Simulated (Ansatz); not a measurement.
Consider relaxations under a series of pressures of LiRe₃, space group Fm-3m (Ansatz's Python interface).

The script, `lire3_compress.py`:
```python
"""Cell of LiRe3 under pressure."""

import warnings

import ansatz as az
import numpy as np

def edges_and_angles(cell):
    cell = np.asarray(cell)
    a, b, c = np.linalg.norm(cell, axis=1)
    cosines = cell[1] @ cell[2] / (b * c), cell[0] @ cell[2] / (a * c), cell[0] @ cell[1] / (a * b)
    return (a, b, c, *np.degrees(np.arccos(cosines)))


def main() -> None:
    warnings.simplefilter("ignore", az.DeckWarning)

    lire3 = (
        az.Lattice.of((0.0, 3.052881, 3.052881), (3.052881, 0.0, 3.052881), (3.052881, 3.052881, 0.0))
        .atom("Li", (0.0, 0.0, 0.0))
        .atom("Re", (0.75, 0.75, 0.75))
        .atom("Re", (0.25, 0.25, 0.25))
        .atom("Re", (0.5, 0.5, 0.5))
    )

    job = (
        lire3.calculation()
        .functional(az.Functional.PBE)
        .pseudopotentials("paw")
        .kpoints(6)
        .occupations("fermi_dirac")
    )

    # H = F + PV, with 1 GPa A^3 = 1/160.21766 eV
    rows = []
    for pressure in [0, 5, 10, 20]:
        res = job.relax(cell=True, pressure=pressure).run(threads=1)
        cell = res.lattice.cell_ang
        n_atoms = len(res.lattice.sites)
        volume = abs(np.linalg.det(cell)) / n_atoms
        enthalpy = res.report["free_energy_ev"] / n_atoms + pressure * volume / 160.21766
        rows.append((pressure, volume, enthalpy, *edges_and_angles(cell)))
        print(f"{pressure} GPa done: {volume:.4f} A^3/atom")

    print(" P (GPa)  V (A^3/atom)  H (eV/atom)     a       b       c")
    for row in rows:
        print("{:8.1f} {:12.4f} {:14.5f} {:7.4f} {:7.4f} {:7.4f}".format(*row[:6]))
    p, v = np.array([row[0] for row in rows], float), np.array([row[1] for row in rows])
    print("mean bulk modulus between rows (GPa):", np.round(-np.diff(p) / np.diff(np.log(v)), 1))


if __name__ == "__main__":
    main()
```

How far does the cell shrink over this series of pressures, and what bulk modulus does the first step imply?

The volume falls from 14.08 Å³ an atom at 0 GPa to 13.18 at 20 GPa, by 6.3 %. Between 0 and 5 GPa, -V dP/dV is about 274 GPa, a mean over that step.

The output:

```console
$ python lire3_compress.py
0 GPa done: 14.0757 A^3/atom
5 GPa done: 13.8209 A^3/atom
10 GPa done: 13.5938 A^3/atom
20 GPa done: 13.1834 A^3/atom
 P (GPa)  V (A^3/atom)  H (eV/atom)     a       b       c
     0.0      14.0757    -8202.03518  4.3021  4.3021  4.3021
     5.0      13.8209    -8201.59992  4.2760  4.2760  4.2760
    10.0      13.5938    -8201.17219  4.2524  4.2524  4.2524
    20.0      13.1834    -8200.33692  4.2092  4.2092  4.2092
mean bulk modulus between rows (GPa): [273.7 301.8 326.2]
```

Total energies depend on the potentials; only differences at equal settings carry meaning. At a fixed pressure a relaxation lowers the enthalpy F + PV, while F alone can rise. For a metal this k-point mesh is coarse: on a finer one energies can move by several to tens of meV an atom and pressures by half a GPa or more, differences at one mesh by less. Spin-orbit coupling, which matters for elements this heavy, is left out. This cell is a computed structure, which may not be the phase found in nature. Symmetry holds the cell in this phase, whether or not it is the stable one at each pressure. It ran for 15 s on 1 thread of Intel(R) Xeon(R) 6975P-C (Granite Rapids) (shared host), peak memory 0.44 GiB.
